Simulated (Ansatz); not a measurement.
# Cs4TlSbCl12: the cost of one run

Method: DFT, PBE, plane-wave PAW, default files, scalar-relativistic, as far as a step names no other, in Ansatz 0.2.0.

### 1 The system as given

Symmetry: P4/mmm, No. 123, tetragonal system. The conventional cell has a = 7.657 Å, b = 7.657 Å, c = 10.630 Å, α = 90.00°, β = 90.00°, γ = 90.00°. Cs (site symmetry 2mm) is surrounded by 12 Cl at 3.60 to 4.01 Å. Tl (site symmetry 4/mmm) is surrounded by 6 Cl at 2.64 Å. Sb (site symmetry 4/mmm) has 6 Cl at 2.42 Å as nearest neighbours. Cl (site symmetry 4mm) is surrounded by 1 Tl at 2.64 Å. Cl (site symmetry 4mm) has 1 Sb at 2.42 Å as nearest neighbours. Around Cl (site symmetry m2m) lie 1 Sb at 2.42 Å. Cl (site symmetry m2m) is surrounded by 1 Tl at 2.64 Å and 4 Cs at 3.60 Å.

As a file:

```cif
data_structure
_symmetry_space_group_name_H-M 'P4/mmm'
_symmetry_Int_Tables_number 123
_cell_length_a 7.6569
_cell_length_b 7.6569
_cell_length_c 10.6296
_cell_angle_alpha 90.000
_cell_angle_beta 90.000
_cell_angle_gamma 90.000
_cell_volume 623.18
loop_
_atom_site_label
_atom_site_type_symbol
_atom_site_symmetry_multiplicity
_atom_site_Wyckoff_symbol
_atom_site_fract_x
_atom_site_fract_y
_atom_site_fract_z
_atom_site_occupancy
Cs1 Cs 4 i 0.50000 0.00000 0.77740 1
Tl1 Tl 1 a 0.00000 0.00000 0.00000 1
Sb1 Sb 1 d 0.50000 0.50000 0.50000 1
Cl1 Cl 2 g 0.00000 0.00000 0.75187 1
Cl2 Cl 2 h 0.50000 0.50000 0.27272 1
Cl3 Cl 4 k 0.72318 0.72318 0.50000 1
Cl4 Cl 4 j 0.24394 0.24394 0.00000 1
```

### 2 First run, atoms as given

The input, input.yaml:

```yaml
crystal:
  lattice:
    - [7.656855, 0.0, 0.0]
    - [0.0, 7.656855, 0.0]
    - [0.0, 0.0, 10.629574]
  atoms:
    - { symbol: Cs, position: [0.5, 0.0, 0.777401] }
    - { symbol: Cs, position: [0.0, 0.5, 0.222599] }
    - { symbol: Cs, position: [0.5, 0.0, 0.222599] }
    - { symbol: Cs, position: [0.0, 0.5, 0.777401] }
    - { symbol: Tl, position: [0.0, 0.0, 0.0] }
    - { symbol: Sb, position: [0.5, 0.5, 0.5] }
    - { symbol: Cl, position: [0.0, 0.0, 0.751868] }
    - { symbol: Cl, position: [0.5, 0.5, 0.272723] }
    - { symbol: Cl, position: [0.723181, 0.723181, 0.5] }
    - { symbol: Cl, position: [0.24394, 0.24394, 0.0] }
    - { symbol: Cl, position: [0.723181, 0.276819, 0.5] }
    - { symbol: Cl, position: [0.24394, 0.75606, 0.0] }
    - { symbol: Cl, position: [0.0, 0.0, 0.248132] }
    - { symbol: Cl, position: [0.5, 0.5, 0.727277] }
    - { symbol: Cl, position: [0.276819, 0.276819, 0.5] }
    - { symbol: Cl, position: [0.75606, 0.75606, 0.0] }
    - { symbol: Cl, position: [0.276819, 0.723181, 0.5] }
    - { symbol: Cl, position: [0.75606, 0.24394, 0.0] }
kpoints:
  mp_grid: { grid: [4, 4, 3] }
scf:
  occupations: { method: fermi_dirac, width: 0.02 }
hamiltonian:
  xc: pbe
  pseudopotentials: { kind: paw }
output:
  forces: true
  stress: true
  populations: true
  efg:
    quadrupole_moments_barn: { Cs: -0.00343, Sb: -0.543, Cl: -0.08112 }
    contact_densities: true
```

Run with:

```
$ ansatz run input.yaml --threads 1 --pin off --max-ram 2560MiB --backend cpu --events-out ev --progress --plain --runs-dir out
```

Q: Estimate wall time and peak memory on 1 thread of Arm Neoverse V1, shared host.

About 76 s, with a peak of 1.1 GiB.
